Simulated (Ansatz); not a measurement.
**Hf2Cu: response to strain**

Aim: deform Hf2Cu (zz strain of +2 %) and compute stress, forces and field gradients with LAPW, PAW and all-electron datasets made for the crystal.

Program: Ansatz 0.2.0. Level of theory: DFT PBEsol, scalar-relativistic. These are calculated values, not measurements.

### 1 The starting structure

It takes space group I4/mmm (No. 139, tetragonal). The conventional cell has a = 3.170 Å, b = 3.170 Å, c = 11.133 Å, α = 90.00°, β = 90.00°, γ = 90.00°. Hf (site symmetry 4mm) is surrounded by 4 Cu at 2.86 Å and 8 Hf at 3.01 to 3.17 Å. Cu (site symmetry 4/mmm) has 8 Hf at 2.86 Å and 4 Cu at 3.17 Å in its first shell of neighbours.

Coordinates:

```xyz
3
Lattice="-1.5848 1.5848 5.5667 1.5848 -1.5848 5.5667 1.5848 1.5848 -5.5667" Properties=species:S:1:pos:R:3 pbc="T T T"
Hf    0.0000    0.0000    3.7853
Hf    0.0000    0.0000    7.3480
Cu    0.0000    0.0000    0.0000
```

Atoms are numbered in the order of the input: Hf1, Hf2, Cu3.

### 2 The deformed structure

Space group I4/mmm before, I4/mmm after.

### 3 LAPW, all electrons

File input.yaml:

```yaml
crystal:
  lattice:
    - [-1.58475, 1.58475, 5.677983]
    - [1.58475, -1.58475, 5.677983]
    - [1.58475, 1.58475, -5.677983]
  atoms:
    - { symbol: Hf, position: [0.34, 0.34, 0.0] }
    - { symbol: Hf, position: [0.66, 0.66, 0.0] }
    - { symbol: Cu, position: [0.0, 0.0, 0.0] }
kpoints:
  mp_grid: { grid: [16, 16, 16] }
  band_path:
    path:
      - [0.0, 0.0, 0.0]
      - [0.0, 0.0, 0.5]
      - [0.25, 0.25, 0.25]
      - [0.0, 0.5, 0.0]
      - [0.0, 0.0, 0.0]
      - [0.5, 0.5, -0.5]
      - [0.2694748156, 0.7305251844, -0.2694748156]
      - [-0.2694748156, 0.2694748156, 0.2694748156]
      - [0.0, 0.0, 0.0]
    npoints: 5
scf:
  occupations: { method: fermi_dirac, width: 0.03 }
hamiltonian:
  xc: pbesol
  pseudopotentials: { kind: all_electron, lapw: { basis_error: 0.001 } }
output:
  forces: true
  stress: true
  eigenvalues: true
```

On the command line:

```
$ ansatz run input.yaml --threads 1 --pin off --max-ram 4096MiB --backend cpu --events-out ev --progress --plain --runs-dir out
```

### 4 PAW on the default files

File input.yaml:

```yaml
crystal:
  lattice:
    - [-1.58475, 1.58475, 5.677983]
    - [1.58475, -1.58475, 5.677983]
    - [1.58475, 1.58475, -5.677983]
  atoms:
    - { symbol: Hf, position: [0.34, 0.34, 0.0] }
    - { symbol: Hf, position: [0.66, 0.66, 0.0] }
    - { symbol: Cu, position: [0.0, 0.0, 0.0] }
kpoints:
  mp_grid: { grid: [16, 16, 16] }
scf:
  occupations: { method: fermi_dirac, width: 0.03 }
hamiltonian:
  xc: pbesol
  pseudopotentials: { kind: paw }
output:
  forces: true
  stress: true
  eigenvalues: true
  efg: { contact_densities: true }
```

### 5 All-electron PAW on datasets made for the crystal

Edit input.yaml of step 4 so:

```diff
@@ -15,3 +15,3 @@
   xc: pbesol
-  pseudopotentials: { kind: paw }
+  pseudopotentials: { kind: all_electron, datasets: crystal }
 output:
```

(Steps that only read results are left out.)

Before running it: what results should come out? Wanted: pressure; largest shear or deviatoric stress.

As calculated:

| quantity | value |
| --- | --- |
| pressure | LAPW -5.25, PAW -5.27, crystal datasets -5.25 GPa |
| largest shear or deviatoric stress (LAPW) | 0.54 GPa |

The largest part of the stress beyond the pressure is 0.54 GPa in size, in the zz component; the atoms are carried along and not relaxed. No run of the undeformed cell stands beside it, so pressure and stress hold what the given cell had before the change, as far as its symmetry allows. PAW: stress within 0.03 GPa of LAPW, forces within 1 meV/Å. Crystal datasets: stress within 0.01 GPa of LAPW, forces within 1 meV/Å. Spin-orbit coupling is left out, though the cell holds Hf; in elements this heavy it can shift bands and gaps by tenths of an eV.
